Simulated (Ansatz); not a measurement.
# CH6NSn: the cost of one run

Computed with Ansatz 0.2.0, Gaussian basis. Level: single points in def2-TZVPP.

Levels: PBE-D4, r2SCAN-D4, PBE0-D4, B3LYP-D4, wB97M-V, Hartree-Fock, MP2, CCSD, CCSD(T). The scan takes 78.4, 85.9, 93.4, 100.9, 108.4, 115.9, 123.4, 130.9, 138.4°.

Cores are frozen in the correlated methods. Filled d shells of the heavier atoms are correlated. Core potentials replace the inner electrons past krypton, and spin-orbit coupling is left out. B3LYP uses VWN-RPA correlation.

116 further runs of the same task are left out: 116 set aside as unsound or not needed.

## 1. The system as given

9 atoms, charge 1, spin multiplicity 1.

Atoms are counted from 1 here; the program's logs count them from 0.

Bond lengths: C1–N2 1.458 Å, C1–H4 1.092 Å, C1–H5 1.092 Å, C1–H6 1.099 Å, N2–Sn3 1.949 Å, N2–H7 1.018 Å, Sn3–H8 1.699 Å, Sn3–H9 1.695 Å. Angles: N2–C1–H4 111.4°, N2–C1–H5 109.0°, N2–C1–H6 110.4°, H4–C1–H5 109.5°, H4–C1–H6 109.0°, H5–C1–H6 107.5°, C1–N2–Sn3 125.7°, C1–N2–H7 111.7°, Sn3–N2–H7 120.2°, N2–Sn3–H8 118.0°, N2–Sn3–H9 111.5°, H8–Sn3–H9 128.3°.

Coordinates:

```xyz
9

C    -0.4376    1.0323   -0.6945
N     0.3080   -0.2044   -0.4945
Sn    0.3543   -1.2520    1.1488
H    -1.2768    0.8860   -1.3781
H     0.2348    1.7910   -1.1008
H    -0.8193    1.4086    0.2644
H     0.5812   -0.6273   -1.3791
H     1.2941   -2.6677    1.1672
H    -0.2387   -0.3665    2.4665
```

## 2. Relaxation at PBE0-D4

The input, relax/in.yaml:

```yaml
crystal:
  periodic: [false, false, false]
  atoms:
    - {symbol: C, position_ang: [-0.437570, 1.032310, -0.694520]}
    - {symbol: N, position_ang: [0.308030, -0.204380, -0.494520]}
    - {symbol: Sn, position_ang: [0.354260, -1.252010, 1.148840]}
    - {symbol: H, position_ang: [-1.276810, 0.885990, -1.378110]}
    - {symbol: H, position_ang: [0.234810, 1.790950, -1.100770]}
    - {symbol: H, position_ang: [-0.819270, 1.408590, 0.264430]}
    - {symbol: H, position_ang: [0.581180, -0.627310, -1.379130]}
    - {symbol: H, position_ang: [1.294110, -2.667670, 1.167240]}
    - {symbol: H, position_ang: [-0.238740, -0.366480, 2.466530]}
basis:
  gaussian: {orbitals: def2-TZVP}
total_charge: 1
hamiltonian: {xc: pbe0, dispersion: d4}
relax: {f_tol: 0.005, max_steps: 200}
```

The run is started by

```bash
> ansatz run in.yaml --threads 2 --pin off --events-out ev --progress --plain --max-ram 4352MiB
```

What time and memory should one allow on 2 threads of AMD EPYC 7R43, shared host?

About 23 s, with a peak of 0.34 GiB.
